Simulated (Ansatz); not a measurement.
**C6H18N2O2Zr: basis-set convergence**

One table from this session's results is given with a row withheld; the runs are named, their logs left out.

Method: one geometry, several basis sets; program: Ansatz 0.2.0, Gaussian basis.

The runs, in order: PBE0-D4/def2-SVP; ωB97M-V/def2-SVP; PBE0-D4/def2-QZVPP; ωB97M-V/def2-QZVPP; the functionals' def2-TZVPP values are taken from earlier runs.

## The geometry

An earlier PBE0-D4 in a triple-zeta def2 set relaxation fixed the geometry. Zr takes the def2 core potential; no spin-orbit term is included.

SMILES `CC[N](C)[Zr]([OH])([OH])[N](C)CC`, 29 atoms, charge 0, spin multiplicity 1.

Atoms are counted from 1 here; the program's logs count them from 0.

Bond lengths: C1–C2 1.523 Å, C1–H12 1.093 Å, C1–H13 1.093 Å, C1–H14 1.092 Å, C2–N3 1.447 Å, C2–H15 1.095 Å, C2–H16 1.103 Å, N3–C4 1.444 Å, N3–Zr5 2.046 Å, C4–H17 1.095 Å, C4–H18 1.098 Å, C4–H19 1.101 Å, Zr5–O6 1.947 Å, Zr5–O7 1.947 Å, Zr5–N8 2.046 Å, O6–H20 0.953 Å, O7–H21 0.953 Å, N8–C9 1.444 Å and more. Angles: C2–C1–H12 110.5°, C2–C1–H13 110.6°, C2–C1–H14 111.8°, H12–C1–H13 108.2°, H12–C1–H14 107.5°, H13–C1–H14 108.0°, C1–C2–N3 114.5°, C1–C2–H15 108.9°, C1–C2–H16 108.9°, N3–C2–H15 108.4°, N3–C2–H16 109.4°, H15–C2–H16 106.3°, C2–N3–C4 114.0°, C2–N3–Zr5 126.3°, C4–N3–Zr5 119.7°, N3–C4–H17 110.5°, N3–C4–H18 113.2°, N3–C4–H19 111.3° and more.

The first run:

The input, in.yaml:

```yaml
crystal:
  periodic: [false, false, false]
  atoms:
    - {symbol: C, position_ang: [-3.398535, 1.983941, -1.084780]}
    - {symbol: C, position_ang: [-2.581533, 1.384736, 0.052070]}
    - {symbol: N, position_ang: [-1.519948, 0.498313, -0.373767]}
    - {symbol: C, position_ang: [-1.985449, -0.749966, -0.931632]}
    - {symbol: Zr, position_ang: [0.487932, 0.873934, -0.263189]}
    - {symbol: O, position_ang: [0.659905, 2.405255, 0.927058]}
    - {symbol: O, position_ang: [1.327484, 1.154336, -1.997496]}
    - {symbol: N, position_ang: [1.330481, -0.838059, 0.474643]}
    - {symbol: C, position_ang: [0.726761, -1.505957, 1.604031]}
    - {symbol: C, position_ang: [2.526856, -1.484412, -0.020367]}
    - {symbol: C, position_ang: [3.727281, -1.391341, 0.911992]}
    - {symbol: H, position_ang: [-4.165719, 2.656778, -0.692590]}
    - {symbol: H, position_ang: [-2.755704, 2.554466, -1.760002]}
    - {symbol: H, position_ang: [-3.904750, 1.213496, -1.670499]}
    - {symbol: H, position_ang: [-2.138596, 2.196741, 0.637813]}
    - {symbol: H, position_ang: [-3.259286, 0.844686, 0.733930]}
    - {symbol: H, position_ang: [-1.141617, -1.418064, -1.134086]}
    - {symbol: H, position_ang: [-2.530767, -0.624771, -1.876681]}
    - {symbol: H, position_ang: [-2.653844, -1.276108, -0.232569]}
    - {symbol: H, position_ang: [1.064660, 2.899104, 1.634168]}
    - {symbol: H, position_ang: [1.327588, 1.384745, -2.921950]}
    - {symbol: H, position_ang: [1.352996, -1.482278, 2.505943]}
    - {symbol: H, position_ang: [-0.227274, -1.034830, 1.863227]}
    - {symbol: H, position_ang: [0.514764, -2.562404, 1.377641]}
    - {symbol: H, position_ang: [2.788961, -1.034041, -0.983245]}
    - {symbol: H, position_ang: [2.312812, -2.546937, -0.223261]}
    - {symbol: H, position_ang: [3.983609, -0.346368, 1.104322]}
    - {symbol: H, position_ang: [4.597553, -1.880913, 0.466972]}
    - {symbol: H, position_ang: [3.533397, -1.874103, 1.872335]}
basis:
  gaussian: {orbitals: def2-SVP}
hamiltonian: {xc: pbe0, dispersion: d4}
output: {orbitals: {seedname: orbitals}}
```

Started as:

```console
$ ansatz run in.yaml --threads 11 --pin off --events-out ev --progress --plain --max-ram 174080MiB --backend cpu
```

Among the steps run: PBE0-D4 in def2-SVP; ωB97M-V in def2-SVP; PBE0-D4 in def2-QZVPP; ωB97M-V in def2-QZVPP.

One of the session's tables, all rows but one given; the rest of the session is left out.

```
functional       basis  HOMO (eV)  LUMO (eV)
   PBE0-D4    def2-SVP          ?          ?
   PBE0-D4  def2-TZVPP      -5.79       0.06
   PBE0-D4  def2-QZVPP      -5.81      -0.06
   ωB97M-V    def2-SVP      -7.91       1.37
   ωB97M-V  def2-TZVPP      -8.04       0.99
   ωB97M-V  def2-QZVPP      -8.06       0.65
```

**Question.** Estimate the row for PBE0-D4, def2-SVP.

As computed: HOMO (eV): -5.67; LUMO (eV): 0.27. In the column «HOMO (eV)» it is the highest.
